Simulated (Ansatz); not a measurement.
# BF3: the cost of one run

Method: DFT r2SCAN, Gaussian basis cc-pV(T+d)Z, and further levels as typed in the inputs, in Ansatz 0.2.0.

## Step 1: The system as given

Bond lengths: B1–F2 1.310 Å, B1–F3 1.310 Å, B1–F4 1.310 Å. Angles: F2–B1–F3 120.0°, F2–B1–F4 120.0°, F3–B1–F4 120.0°.

As a file:

```xyz
4

B     0.0000    0.0000    0.0000
F     1.3100    0.0000    0.0000
F    -0.6550    1.1345    0.0000
F    -0.6550   -1.1345    0.0000
```

## Step 2: Relaxing the atoms: BF3

input.yaml reads:

```yaml
relax:
  f_tol: 0.001
  max_steps: 200
crystal:
  periodic: [false, false, false]
  atoms:
    - { symbol: B, position_ang: [0.0, 0.0, 0.0] }
    - { symbol: F, position_ang: [1.31, 0.0, 0.0] }
    - { symbol: F, position_ang: [-0.655, 1.13446, 0.0] }
    - { symbol: F, position_ang: [-0.655, -1.13446, 0.0] }
basis:
  gaussian: { orbitals: "cc-pV(T+d)Z.json" }
hamiltonian:
  xc: r2scan
```

On the command line:

```
$ ansatz run input.yaml --threads 4 --pin off --max-ram 8192MiB --backend cpu --events-out ev --progress --plain --runs-dir out
```

What time and memory should one allow on 4 threads of Intel Xeon at 2.70GHz, shared host?

About 4.9 s, with a peak of 0.19 GiB.
